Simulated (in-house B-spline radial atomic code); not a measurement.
# Er¹⁰⁺: ionisation energy by several methods

The task here is to estimate one member of a computed series from the others.

The numbers are computed with in-house B-spline radial atomic code version 1 (Dirac-Coulomb, several functionals; spherical all-electron atom at the radial basis limit), except any that are marked as measured or tabulated.

## What is computed

```
element       : erbium (Z = 68)
charge        : +10
electrons     : 58
configuration : [Kr] 4d10 4f10 5s2
nucleus       : Fermi, rms radius 5.252 fm
```

The outer shells:

[Kr] 4d10 4f10 5s2
```
[Kr] core
4d [↑↓][↑↓][↑↓][↑↓][↑↓]
4f [↑↓][↑↓][↑↓][↑ ][↑ ][↑ ][↑ ]
5s [↑↓]
```

The boxes only draw the filling; these runs are spin-restricted and spherical.

The first run:

Settings of the run:

```ini
Z = 68
electrons = 58.0
configuration = [Kr] 4d10 4f10 5s2
hamiltonian = dirac
method = rpbe,pbe
spin_polarised = False
nucleus = fermi
rms_radius = 5.2516
mass_number = 166
atomic_mass = 165.930301067
speed_of_light = 137.035999084
```

Among the steps run: RPBE; BP86; OLYP; LDA (VWN5); PBEsol; exchange-only LDA.

One table of the session follows, with a row left open; its other results are not shown here.

| method | ΔSCF (eV) | with Breit, QED, recoil (eV) |
| --- | --- | --- |
| LDA (VWN5) | ? | ? |
| exchange-only LDA | 182.13 | 182.22 |
| RPBE | 183.72 | 183.82 |
| BP86 | 183.98 | 184.08 |
| OLYP | 184.66 | 184.75 |
| PBEsol | 183.91 | 184.01 |

Estimate the missing values for LDA (VWN5).

As computed: ΔSCF (eV): 184.35; with Breit, QED, recoil (eV): 184.44. In the column «ΔSCF (eV)» it lies between BP86 (183.98) and OLYP (184.66).
